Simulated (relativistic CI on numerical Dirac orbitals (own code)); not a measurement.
**Cu³⁺: one ion under different settings**

How much do the settings matter for Cu³⁺? One ion, several inputs.

Program: relativistic CI on numerical Dirac orbitals (own code) version 3. Level of theory: Dirac-Coulomb-Breit CI, KLI orbitals optimised for each configuration, model QED (radiative potential, 1s self-energy scaled to tabulated hydrogen-like ionisation energies), numerical settings as typed. These are calculated values, not measurements, unless marked.

### 1 The system

```
ion            : Cu³⁺ (Cu IV)
nuclear charge : 29
electrons      : 26
isotope        : A = 63
```

### 2 Usual settings

Input settings:

```ini
atom Cu  Z=29  charge=3  electrons=26
nucleus A=63  rms_radius_fm=3.8823
hamiltonian dirac-coulomb  breit=on  qed=on  c_scale=1
orbitals kli  potential=per-configuration
slater_scale 1
correlation none
mixing on
grid step=0.0125 r_max=25.7
scf mixing=0.4 start=green max_iterations=150 tolerance=2e-08 node_fill=0.05
configurations
  [Ar] 3d8
end
```

Launch:

```console
$ python run_levels.py task.json out
```

The settings of every run stand in task.json; they run in order.

### 3 Tolerance 1e-06

Changes to the settings of step 2:

```diff
@@ -8,3 +8,3 @@
 grid step=0.0125 r_max=25.7
-scf mixing=0.4 start=green max_iterations=150 tolerance=2e-08 node_fill=0.05
+scf mixing=0.4 start=green max_iterations=150 tolerance=1e-06 node_fill=0.05
 configurations
```

### 4 Potential mixing 0.9

Changes to the settings of step 3:

```diff
@@ -8,3 +8,3 @@
 grid step=0.0125 r_max=25.7
-scf mixing=0.4 start=green max_iterations=150 tolerance=1e-06 node_fill=0.05
+scf mixing=0.9 start=green max_iterations=150 tolerance=2e-08 node_fill=0.05
 configurations
```

### 5 Grid step 0.04

Changes to the settings of step 4:

```diff
@@ -7,4 +7,4 @@
 mixing on
-grid step=0.0125 r_max=25.7
-scf mixing=0.9 start=green max_iterations=150 tolerance=2e-08 node_fill=0.05
+grid step=0.04 r_max=25.7
+scf mixing=0.4 start=green max_iterations=150 tolerance=2e-08 node_fill=0.05
 configurations
```

### 6 Iteration limit 20

Changes to the settings of step 5:

```diff
@@ -7,4 +7,4 @@
 mixing on
-grid step=0.04 r_max=25.7
-scf mixing=0.4 start=green max_iterations=150 tolerance=2e-08 node_fill=0.05
+grid step=0.0125 r_max=25.7
+scf mixing=0.4 start=green max_iterations=20 tolerance=2e-08 node_fill=0.05
 configurations
```

### 7 Tolerance 0.01

Changes to the settings of step 6:

```diff
@@ -8,3 +8,3 @@
 grid step=0.0125 r_max=25.7
-scf mixing=0.4 start=green max_iterations=20 tolerance=2e-08 node_fill=0.05
+scf mixing=0.4 start=green max_iterations=62 tolerance=0.01 node_fill=0.05
 configurations
```

### 8 Node fill 50

Changes to the settings of step 7:

```diff
@@ -8,3 +8,3 @@
 grid step=0.0125 r_max=25.7
-scf mixing=0.4 start=green max_iterations=62 tolerance=0.01 node_fill=0.05
+scf mixing=0.4 start=green max_iterations=73 tolerance=2e-08 node_fill=50
 configurations
```

(Steps that only read results are left out.)

**Question.** What will these runs give? Wanted: lowest level, usual settings; total energy; first excitation.

**Answer**, as computed:

| setting | total energy less usual (Ha) | largest shift of a level among the lowest eight of both runs, same label and place (cm⁻¹) | SCF iterations | time | lowest level | kind of change |
| --- | --- | --- | --- | --- | --- | --- |
| usual | 0 | 0 | 12 | 0.19 s | 3d8 3F4 | - |
| tolerance 1e-06 | 0 | 0 | 10 | 0.15 s | 3d8 3F4 | numerical |
| potential mixing 0.9 | 0 | 0 | 11 | 0.14 s | 3d8 3F4 | numerical |
| grid step 0.04 | 0.000253 | 0.00985 | 12 | 0.055 s | 3d8 3F4 | numerical |
| iteration limit 20 | 0 | 0 | 12 | 0.16 s | 3d8 3F4 | numerical |
| tolerance 0.01 | -1.69e-05 | 6.89 | 6 | 0.12 s | 3d8 3F4 | unsound |
| node fill 50 | 0.398 | 1980 | 13 | 0.13 s | 3d8 3F4 | unsound |

| quantity | value |
| --- | --- |
| lowest level, usual settings | 3d8 3F4 |
| total energy | -1650.1881 Ha |
| first excitation | 1812.7 cm⁻¹ |

Among the runs whose levels can be followed, they move most under «node fill 50» (unsound), by up to 1980 cm⁻¹. No visible change in the result comes from «tolerance 1e-06» or «potential mixing 0.9» or «iteration limit 20». Only the listed configurations are in the model. In a near-neutral ion this small CI can misplace whole configurations by 10,000 cm⁻¹ or more.
